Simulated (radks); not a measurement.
# Rb in [Kr] 5s1: an all-electron calculation

One table from this session's results is given with a row withheld; the runs are named, their logs left out.

The numbers are computed with radks (a radial shooting solver on a logarithmic mesh, Libxc functionals) version 1 (scalar-relativistic Kohn-Sham, r2SCAN, spin-polarised, spherical densities, finite nucleus; open shells are filled with parallel spins first), except any that are marked as measured or tabulated.

## What is computed

* element: rubidium (Z = 37)
* charge: 0
* electrons: 37
* configuration: [Kr] 5s1
* nuclear rms radius: 4.2036 fm

Outer shells as boxes (Hund's rule):

Rb
```
[Kr] core
5s [↑ ]
```

The first run:

Input:

```text
Z 37
configuration [Kr] 5s1
relativity scalar-relativistic
functional r2scan,r2scan
spin polarised
nucleus finite rms 4.2036 fm
c 137.035999084
```

One of the session's tables, all rows but one given; the rest of the session is left out.

It belongs to the step «Orbitals and density». From the orbitals of this run (lengths in bohr):

| level | <r> | outermost maximum (interpolated) | 90 % within | nodes |
| --- | --- | --- | --- | --- |
| 1s up | 0.04030 | 0.0263 | 0.0721 | 0 |
| 1s down | 0.04030 | 0.0263 | 0.0721 | 0 |
| 2s up | 0.1777 | 0.149 | 0.275 | 1 |
| 2s down | 0.1777 | 0.149 | 0.275 | 1 |
| 2p up | 0.1551 | 0.120 | 0.253 | 0 |
| 2p down | 0.1551 | 0.120 | 0.253 | 0 |
| 3s up | 0.5094 | 0.450 | 0.756 | 2 |
| 3s down | 0.5094 | 0.450 | 0.756 | 2 |
| 3p up | 0.5180 | 0.446 | 0.787 | 1 |
| 3p down | 0.5180 | 0.446 | 0.787 | 1 |
| 3d up | 0.5253 | 0.395 | 0.854 | 0 |
| 3d down | 0.5253 | 0.395 | 0.854 | 0 |
| 4s up | 1.461 | 1.26 | 2.16 | 3 |
| 4s down | 1.462 | 1.26 | 2.16 | 3 |
| 4p up | 1.726 | 1.43 | 2.61 | 2 |
| 4p down | 1.719 | 1.43 | 2.60 | 2 |
| 5s up | ? | ? | ? | ? |

Q: Estimate the row for 5s up from the others.

As computed: <r>: 5.219; outermost maximum (interpolated): 4.41; 90 % within: 7.75; nodes: 4. In the column «<r>» it is the highest.
